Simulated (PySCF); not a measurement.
# C4H10Si: the cost of one run

Programs: PySCF 2.14.0, with density-fitted response routines of our own. Each step states its level of theory. These are calculated values for one molecule in the gas phase, unless marked as measured. Atoms are numbered from 0 throughout.

### 1 The molecule as given

15 atoms, charge 0, multiplicity 1; geometry from: GFN2-xTB. The atoms were then displaced at random by about 0.01 Å, so the start is not that level's minimum.

Bonds of the start (Å): C0–C1 1.33, C1–C2 1.50, C2–Si3 1.87, Si3–C4 1.92, C0–H5 1.11, C0–H6 1.05, C1–H7 1.08, C2–H8 1.07, C2–H9 1.11, Si3–H10 1.49, Si3–H11 1.47, C4–H12 1.10, C4–H13 1.07, C4–H14 1.08.

### 2 Relaxing the molecule at PBE0-D3(BJ)/def2-SVP

Job settings and geometry (Å):

```
{"job": {"xc": "PBE0", "basis": "def2-SVP", "d3": "d3bj", "grid": 1, "shake": 0.01, "kind": "geom"}, "charge": 0, "multiplicity": 1}
C      1.929920    -0.413290    -1.128160
C      1.555670    -0.098450     0.105940
C      0.607770     0.995930     0.481090
Si    -1.044300     0.306670     1.014910
C     -1.834460    -0.657390    -0.446370
H      1.542280     0.188560    -1.973890
H      2.582290    -1.205490    -1.364800
H      1.956410    -0.682250     0.925470
H      0.498020     1.690390    -0.328580
H      1.045420     1.564020     1.330710
H     -1.947420     1.427600     1.413570
H     -0.897480    -0.585200     2.179960
H     -2.809020    -1.091760    -0.172150
H     -1.185160    -1.444270    -0.756300
H     -2.015290    -0.012450    -1.288650
```

On the command line:

```console
$ OMP_NUM_THREADS=1 python probes_run.py task.json out
```

One launch serves the whole session: the jobs run in the order shown.

Q: Estimate the wall time and peak memory of this first job on 1 thread of Arm Neoverse V1, shared host.

About 47 s, with a peak of 0.49 GiB.
